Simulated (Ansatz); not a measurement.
# InNH3 (SMILES [NH2][InH]): U-r2SCAN0/def2-SVP (core potential)

What is the vertical ionisation energy of InNH3 at U-r2SCAN0/def2-SVP (core potential)? 

The calculation is run with Ansatz 0.2.0.

41 further runs of the same task are left out: 41 set aside as unsound or not needed.

**1. The system as given**

InNH3 has 5 atoms, charge 0, and is taken as a doublet. As SMILES, `[NH2][InH]`. Geometry: relaxed at PBE0-D4/def2-TZVP. This is one conformer, not always the lowest.

Bond lengths: N1–In2 2.036 Å, N1–H3 1.011 Å, N1–H4 1.009 Å, In2–H5 1.761 Å. Angles: N1–In2–H5 116.4°, In2–N1–H3 120.0°, In2–N1–H4 120.8°, H3–N1–H4 109.8°.

**2. A single-point energy at U-r2SCAN0/def2-SVP (core potential)**

File input.yaml:

```yaml
crystal:
  periodic: [false, false, false]
  atoms:
    - {symbol: N, position_ang: [-0.299400, -0.736500, 0.264700]}
    - {symbol: In, position_ang: [0.846600, 0.946400, 0.296000]}
    - {symbol: H, position_ang: [-0.846800, -0.960800, -0.554700]}
    - {symbol: H, position_ang: [0.017600, -1.585600, 0.707600]}
    - {symbol: H, position_ang: [0.331900, 2.262600, -0.755100]}
basis:
  gaussian: {orbitals: def2-SVP}
magnetization: {spin_polarized: true, initial_magnetization: 1}
hamiltonian: {xc: {name: r2SCAN0}}
accuracy: high
output: {orbitals: {seedname: orbitals}}
```

Command:

```
$ ansatz run input.yaml --threads 1 --pin off --max-ram 3480MiB --events-out events.jsonl --progress --plain --runs-dir runs
```

The log of the run:

```text
Warning: RAYON_NUM_THREADS=1 ignored (pool sized by the plan → 1); use --threads N
Functional definition: r2SCAN0
  name "r2SCAN0"
  parameter a = 0.25
  parameter k0 = 0.174
  parameter k1 = 0.065
  parameter a1 = 4.9479
  exchange = (1 - a)*r2scan_x(k0 = k0, k1 = k1, a1 = a1) + a*exact_x
  correlation = r2scan_c
1332 factors; integrals over basis functions are off by at most 2.7e-9 eV
mean field evaluation 1: about -6703.7403 eV, gradient 3.8e1 eV
mean field evaluation 2: about -6668.3245 eV, gradient 7.6e1 eV
mean field evaluation 4: about -6710.1438 eV, gradient 1.4e0 eV
mean field evaluation 8: about -6710.2374 eV, gradient 5.7e-2 eV
mean field evaluation 16: about -6710.2375 eV, gradient 4.2e-4 eV
mean field -6710.23746767 eV, -246.5966785746 hartree, gradient 3.7e-8 eV, S^2 0.757080; 0 other end points of the search recorded, 0 dependent functions left out
reference -6710.23747244 eV, -246.5966787499 hartree; 16, 15 occupied and 39, 40 virtual orbitals, 1332 factors
Total energy: -6710.23747244 eV, -246.5966787499 hartree
```

Run time: 14 s. Hardware: 1 thread of Arm Neoverse V1, shared host; peak memory 0.33 GiB.

**3. The singlet cation**

File job.yaml:

```yaml
crystal:
  periodic: [false, false, false]
  atoms:
    - {symbol: "N", position_ang: [-0.299400, -0.736500, 0.264700]}
    - {symbol: In, position_ang: [0.846600, 0.946400, 0.296000]}
    - {symbol: H, position_ang: [-0.846800, -0.960800, -0.554700]}
    - {symbol: H, position_ang: [0.017600, -1.585600, 0.707600]}
    - {symbol: H, position_ang: [0.331900, 2.262600, -0.755100]}
basis:
  gaussian: {orbitals: def2-SVP}
total_charge: 1
output: {orbitals: {seedname: orbitals}}
hamiltonian: {xc: {name: r2SCAN0}}
accuracy: high
```

Command:

```
$ ansatz run job.yaml --threads 1 --pin off --max-ram 3480MiB --events-out events.jsonl --progress --plain --runs-dir runs
```

The log of the run:

```text
Warning: RAYON_NUM_THREADS=1 ignored (pool sized by the plan → 1); use --threads N
Functional definition: r2SCAN0
  name "r2SCAN0"
  parameter a = 0.25
  parameter k0 = 0.174
  parameter k1 = 0.065
  parameter a1 = 4.9479
  exchange = (1 - a)*r2scan_x(k0 = k0, k1 = k1, a1 = a1) + a*exact_x
  correlation = r2scan_c
1329 factors; integrals over basis functions are off by at most 3.4e-9 eV
mean field evaluation 1: about -6684.6388 eV, gradient 8.8e1 eV
mean field evaluation 2: about -6599.0872 eV, gradient 1.4e2 eV
mean field evaluation 4: about -6702.2685 eV, gradient 4.7e0 eV
mean field evaluation 8: about -6702.3592 eV, gradient 3.0e-1 eV
mean field evaluation 16: about -6702.3594 eV, gradient 1.9e-5 eV
mean field -6702.35943905 eV, -246.3071663628 hartree, gradient 1.7e-8 eV, S^2 0.000000; 0 other end points of the search recorded, 0 dependent functions left out
reference -6702.35943980 eV, -246.3071663904 hartree; 15, 15 occupied and 40, 40 virtual orbitals, 1329 factors
Total energy: -6702.35943980 eV, -246.3071663904 hartree
```

Run time: 6.6 s. Hardware: 1 thread of Arm Neoverse V1, shared host; peak memory 0.2 GiB.

**4. Results**

Level: U-r2SCAN0/def2-SVP (core potential).

| quantity | value |
| --- | --- |
| doublet InNH3: total energy | -246.59668 Eh |
| doublet InNH3: HOMO energy (highest over α and β) | -5.75 eV |
| doublet InNH3: LUMO energy (lowest over α and β) | -2.34 eV |
| doublet InNH3: ⟨S²⟩ | 0.757 |
| singlet cation: total energy | -246.30717 Eh |
| singlet cation: HOMO energy | -12.96 eV |
| singlet cation: LUMO energy | -9.79 eV |
| singlet cation: HOMO–LUMO gap | 3.17 eV |
| vertical ionisation energy (to the singlet cation) | 7.878 eV |

**Reading.** Removing an electron at fixed nuclei costs 7.88 eV (182 kcal/mol). Only the singlet of the ionised species was computed; a triplet could lie lower.
